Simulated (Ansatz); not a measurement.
# C₂H₁₀AsNSi: how energies converge with the basis set

The task here is to estimate one member of a computed series from the others.

Method: one geometry, several basis sets; program: Ansatz 0.2.0, Gaussian basis.

Plan: PBE0-D4/def2-SVP; ωB97M-V/def2-SVP; PBE0-D4/def2-QZVPP; ωB97M-V/def2-QZVPP; the functionals' def2-TZVPP values are taken from earlier runs.

### Structure used throughout

The geometry comes from an earlier relaxation with PBE0-D4 in a triple-zeta def2 set; it is a stationary point, not always the lowest conformer.

SMILES `CN(C)[AsH][SiH3]`, 15 atoms, charge 0, spin multiplicity 1.

Atoms are counted from 1 here; the program's logs count them from 0.

Bond lengths: C1–N2 1.447 Å, C1–H6 1.095 Å, C1–H7 1.104 Å, C1–H8 1.092 Å, N2–C3 1.449 Å, N2–As4 1.895 Å, C3–H9 1.093 Å, C3–H10 1.095 Å, C3–H11 1.103 Å, As4–Si5 2.373 Å, As4–H12 1.526 Å, Si5–H13 1.487 Å, Si5–H14 1.489 Å, Si5–H15 1.484 Å. Angles: N2–C1–H6 109.0°, N2–C1–H7 113.8°, N2–C1–H8 110.2°, H6–C1–H7 107.5°, H6–C1–H8 107.9°, H7–C1–H8 108.3°, C1–N2–C3 111.4°, C1–N2–As4 112.6°, C3–N2–As4 110.3°, N2–C3–H9 110.4°, N2–C3–H10 109.1°, N2–C3–H11 113.8°, H9–C3–H10 107.5°, H9–C3–H11 108.1°, H10–C3–H11 107.8°, N2–As4–Si5 92.5°, N2–As4–H12 94.7°, Si5–As4–H12 91.0° and more.

The first run:

Input file in.yaml:

```yaml
crystal:
  periodic: [false, false, false]
  atoms:
    - {symbol: C, position_ang: [-1.534886, -0.021423, 1.226403]}
    - {symbol: N, position_ang: [-0.313404, 0.169620, 0.474941]}
    - {symbol: C, position_ang: [0.740012, 0.712273, 1.309088]}
    - {symbol: As, position_ang: [0.275140, -1.418921, -0.375103]}
    - {symbol: Si, position_ang: [0.977741, -0.245202, -2.313556]}
    - {symbol: H, position_ang: [-1.837439, 0.935822, 1.664442]}
    - {symbol: H, position_ang: [-1.441522, -0.748913, 2.051498]}
    - {symbol: H, position_ang: [-2.336945, -0.355379, 0.565191]}
    - {symbol: H, position_ang: [1.650455, 0.862936, 0.723416]}
    - {symbol: H, position_ang: [0.427849, 1.690235, 1.689581]}
    - {symbol: H, position_ang: [0.991952, 0.077837, 2.175805]}
    - {symbol: H, position_ang: [-1.075212, -1.724725, -1.017332]}
    - {symbol: H, position_ang: [2.103619, 0.644529, -1.922813]}
    - {symbol: H, position_ang: [1.471289, -1.204767, -3.339478]}
    - {symbol: H, position_ang: [-0.120448, 0.575378, -2.882882]}
basis:
  gaussian: {orbitals: def2-SVP}
hamiltonian: {xc: pbe0, dispersion: d4}
output: {orbitals: {seedname: orbitals}}
```

The run is started by

```bash
$ ansatz run in.yaml --threads 4 --pin off --events-out ev --progress --plain --max-ram 11315MiB
```

Steps of the session up to this table: PBE0-D4 in def2-SVP; ωB97M-V in def2-SVP; PBE0-D4 in def2-QZVPP; ωB97M-V in def2-QZVPP.

One table of the session follows, with a row left open; its other results are not shown here.

It belongs to the step «Density functionals: the series». 

| functional | basis | HOMO (eV) | LUMO (eV) |
| --- | --- | --- | --- |
| PBE0-D4 | def2-SVP | -5.88 | -0.04 |
| PBE0-D4 | def2-TZVPP | -5.98 | -0.28 |
| PBE0-D4 | def2-QZVPP | ? | ? |
| ωB97M-V | def2-SVP | -8.02 | 1.91 |
| ωB97M-V | def2-TZVPP | -8.13 | 1.55 |
| ωB97M-V | def2-QZVPP | -8.17 | 1.27 |

**Question.** Estimate the row for PBE0-D4, def2-QZVPP.

The run gave: HOMO (eV): -6.02; LUMO (eV): -0.39. In the column «HOMO (eV)» it lies between ωB97M-V, def2-SVP (-8.02) and PBE0-D4, def2-TZVPP (-5.98).
